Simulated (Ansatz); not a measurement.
# Rb: the cost of one run

Computed with Ansatz 0.2.0 (DFT PBEsol, scalar-relativistic, plane waves, PAW, unless a step's input says otherwise).

### Step 1. The starting structure

Symmetry: I4/mmm, No. 139, tetragonal system. Conventional cell: a = 5.909 Å, b = 5.909 Å, c = 5.462 Å, α = 90.00°, β = 90.00°, γ = 90.00°.

Structure file:

```xyz
1
Lattice="-2.9545 2.9545 2.7308 2.9545 -2.9545 2.7308 2.9545 2.9545 -2.7308" Properties=species:S:1:pos:R:3 pbc="T T T"
Rb    0.0000    0.0000    0.0000
```

It goes back to an entry of the Materials Project, which need not be the stable form.

No relaxation comes first: the listed cell is the starting point.

### Step 2. The reference: the undisturbed cell on the scan's mesh

The input, input.yaml:

```yaml
crystal:
  lattice:
    - [-2.9545118615, 2.9545118615, 2.7308451955]
    - [2.9545118615, -2.9545118615, 2.7308451955]
    - [2.9545118615, 2.9545118615, -2.7308451955]
  atoms:
    - { symbol: Rb, position: [0.0, 0.0, 0.0] }
basis:
  ecutwfc: 420
kpoints:
  mp_grid: { grid: [12, 12, 12] }
hamiltonian:
  xc: pbesol
scf:
  occupations: { method: gaussian, width: 0.15 }
output:
  forces: true
  stress: true
  eigenvalues: true
```

Started as:

```bash
ansatz run input.yaml --threads 1 --pin off --max-ram 1228MiB --backend cpu --events-out ev --progress --plain --runs-dir out
```

Q: Estimate wall time and peak memory on 1 thread of an Arm CPU, shared host.

About 8.7 s, with a peak of 0.42 GiB.
